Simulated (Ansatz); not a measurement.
# Mg12B: the cost of one run

Program: Ansatz 0.2.0. Level of theory: DFT PBE, plane waves, PAW, scalar-relativistic, no spin polarisation. These are calculated values, not measurements.

The COD entry's cell or inner coordinates are ideal or old and differ from later refinements, so a difference from it is no clean test against experiment.

## Step 1: The system as given

The cell holds 13 atoms (BMg12): a = 6.407 Å, b = 9.610 Å, c = 5.202 Å, α = 90.00°, β = 90.00°, γ = 120.00°.

Structure file:

```
CELL_PARAMETERS angstrom
6.40700 0.00000 0.00000
-4.80525 8.32294 0.00000
0.00000 0.00000 5.20150
ATOMIC_POSITIONS crystal
Mg 0.16667 0.22222 0.25000
Mg 0.33333 0.11111 0.75000
Mg 0.16667 0.55556 0.25000
Mg 0.33333 0.44444 0.75000
Mg 0.16667 0.88889 0.25000
Mg 0.33333 0.77778 0.75000
Mg 0.66667 0.22222 0.25000
Mg 0.83333 0.11111 0.75000
Mg 0.66667 0.55556 0.25000
Mg 0.83333 0.44444 0.75000
Mg 0.66667 0.88889 0.25000
Mg 0.83333 0.77778 0.75000
B 0.00669 0.66411 0.49340
```

## Step 2: Relaxing the start

input.yaml

```yaml
accuracy: low
crystal:
  lattice:
    - [6.407, 0.0, 0.0]
    - [-4.80525, 8.322937, 0.0]
    - [0.0, 0.0, 5.2015]
  atoms:
    - { symbol: Mg, position: [0.1666667, 0.2222222, 0.25] }
    - { symbol: Mg, position: [0.3333333, 0.1111111, 0.75] }
    - { symbol: Mg, position: [0.1666667, 0.5555556, 0.25] }
    - { symbol: Mg, position: [0.3333333, 0.4444444, 0.75] }
    - { symbol: Mg, position: [0.1666667, 0.8888889, 0.25] }
    - { symbol: Mg, position: [0.3333333, 0.7777778, 0.75] }
    - { symbol: Mg, position: [0.6666667, 0.2222222, 0.25] }
    - { symbol: Mg, position: [0.8333333, 0.1111111, 0.75] }
    - { symbol: Mg, position: [0.6666667, 0.5555556, 0.25] }
    - { symbol: Mg, position: [0.8333333, 0.4444444, 0.75] }
    - { symbol: Mg, position: [0.6666667, 0.8888889, 0.25] }
    - { symbol: Mg, position: [0.8333333, 0.7777778, 0.75] }
    - { symbol: B, position: [0.0066947, 0.664114, 0.4934019] }
basis:
  ecutwfc: 420.0
kpoints:
  mp_grid: { grid: [2, 2, 2] }
hamiltonian:
  xc: pbe
scf:
  occupations: { method: fermi_dirac, width: 0.1 }
  lower_state_search: "off"
relax:
  f_tol: 0.08
  max_steps: 25
  adjacent_minimum: "off"
```

Run with:

```bash
> ansatz run input.yaml --threads 1 --pin off --max-ram 3072MiB --backend cpu --events-out ev --progress --plain --runs-dir out
```

What time and memory should one allow on 1 thread of Arm Neoverse N1, shared host?

About 41 s, with a peak of 0.5 GiB.
